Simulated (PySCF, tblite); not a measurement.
# C4H15NSi3: geometry, infrared bands and NMR shifts

Aim: predict the infrared bands and NMR shifts of C4H15NSi3 (`C[C@@H]1[SiH2]C[C@@H]1N([SiH3])[SiH3]`).

The runs use tblite 0.8.0 and PySCF 2.14.0, with density-fitted response routines of our own; the level of theory stands in each step. All values are computed, except where a source is named. Atoms count from 0, in the outputs and in this text.

## 1. Starting geometry

23 atoms, charge 0, multiplicity 1; geometry from: force field or distance geometry start.

Bonds of the start (Å): C0–C1 1.50, C1–Si2 1.88, Si2–C3 1.88, C3–C4 1.52, C4–N5 1.42, N5–Si6 1.81, N5–Si7 1.79, C4–C1 1.47, C0–H8 1.13, C0–H9 1.12, C0–H10 1.11, C1–H11 1.13, Si2–H12 1.45, Si2–H13 1.44, C3–H14 1.10, C3–H15 1.08, C4–H16 1.14, Si6–H17 1.46, Si6–H18 1.47, Si6–H19 1.44, Si7–H20 1.48, Si7–H21 1.45, Si7–H22 1.50.

## 2. Relaxing the molecule with GFN2-xTB

Job settings and geometry (Å):

```
{"job": {"kind": "relax", "xc": "GFN2-xTB", "basis": "xTB"}, "charge": 0, "multiplicity": 1}
C      1.800300    -0.777800     1.052700
C      1.312500    -0.811700    -0.360200
Si     2.038500     0.680700    -1.250800
C      0.328500     1.108300    -0.607700
C     -0.042500    -0.363800    -0.709700
N     -1.191100    -0.783900     0.004800
Si    -2.622700    -0.034400    -0.813900
Si    -1.274500    -0.166800     1.685500
H      2.926100    -0.699800     0.996800
H      1.491700     0.147900     1.592300
H      1.584300    -1.697100     1.631000
H      1.651000    -1.751000    -0.881600
H      2.131100     0.531200    -2.692900
H      3.110500     1.371400    -0.572900
H      0.415300     1.440700     0.435400
H     -0.266300     1.753400    -1.235500
H     -0.208000    -0.596800    -1.813900
H     -2.259300     1.360700    -1.055300
H     -3.716600    -0.010500     0.175100
H     -2.963000    -0.733800    -2.031700
H     -1.148200     1.312500     1.713900
H     -0.414000    -0.852400     2.626000
H     -2.688300    -0.400200     2.122400
```

Command:

```bash
$ OMP_NUM_THREADS=1 python probes_run.py task.json out
```

This one command runs all jobs of the session in turn.

**Question.** This job is followed by: GFN2-xTB harmonic vibrations, gas phase; GIAO PBE0/pcSseg-1 NMR shielding, non-relativistic, gas phase. What will the session give for the following? strongest single infrared mode (GFN2-xTB); zero-point energy (GFN2-xTB); ¹³C shifts against TMS (PBE0/pcSseg-1); ¹H shifts against TMS (PBE0/pcSseg-1, means over atoms taken as alike); ²⁹Si shifts against TMS (PBE0/pcSseg-1, means over atoms taken as alike); ¹⁵N shifts against NH3 (PBE0/pcSseg-1); surface potential, 1st and 99th percentile.

As calculated:

```
                                                                quantity                                               value
                               strongest single infrared mode (GFN2-xTB)                                816 cm⁻¹, 534 km/mol
                                            zero-point energy (GFN2-xTB)                                      106.8 kcal/mol
                                  ¹³C shifts against TMS (PBE0/pcSseg-1)                          54.0, 29.0, 19.4, 11.7 ppm
  ¹H shifts against TMS (PBE0/pcSseg-1, means over atoms taken as alike)  4.73, 4.52, 4.22, 3.68, 2.17, 2.01, 1.99, 1.26 ppm
²⁹Si shifts against TMS (PBE0/pcSseg-1, means over atoms taken as alike)                                    -47.5, -52.8 ppm
                                  ¹⁵N shifts against NH3 (PBE0/pcSseg-1)                                            19.3 ppm
                                   surface potential, 1st and 99th percentile                                  -0.16 V and 1.11 V
```

In words: Relaxing lowered the energy by 1.625 eV in 219 steps; the close pair that moved most is C1–C4, from 1.469 to 1.559 Å. All 63 modes are real, so the xTB geometry is a minimum. The strongest single mode, at 816 cm⁻¹, moves mainly H19 and H17. GFN2-xTB is a fitted tight-binding method: band positions and strengths are rough. Its intensities can rank the bands wrongly. At PBE0/pcSseg-1: The largest span, 120 ppm, is at Si6, Si7, where the paramagnetic term is -479 ppm.
